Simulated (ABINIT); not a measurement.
Crystal: BiTe.

```
Bi Te
1.0
     2.42271    1.39875    3.31729
    -2.42271    1.39875    3.31729
     0.00000   -2.79750    3.31729
Bi Te
1 1
Direct
  0.50000 0.50000 0.50000
  0.00000 0.00000 0.00000
```

The cell comes from a database or a generator and needn't be the stable form of this composition.

Base run:

```yaml
Program: ABINIT 10.8.3 (patched build)
Functional: PBE
Potentials_or_basis: JTH PAW PBE v2.0
Cutoff: 599 eV
k_mesh: 7 × 7 × 7
Occupations: fermi-dirac, width 0.05 eV
Spin: spin-orbit coupling, no magnetisation
```

Its results: band gap on the k mesh none (metal or under the smearing width); pressure 1.1 GPa.

Q: The run is repeated on the same cell with these changes: spin from spin-orbit coupling, no magnetisation to no spin polarisation. What comes out?

A: Band gap on the k mesh none (metal or under the smearing width); pressure 0.1 GPa.

Caveats: spin-orbit coupling is left out, which moves the levels of the heavy elements (some runs).

Not every run made on this cell is shown here.
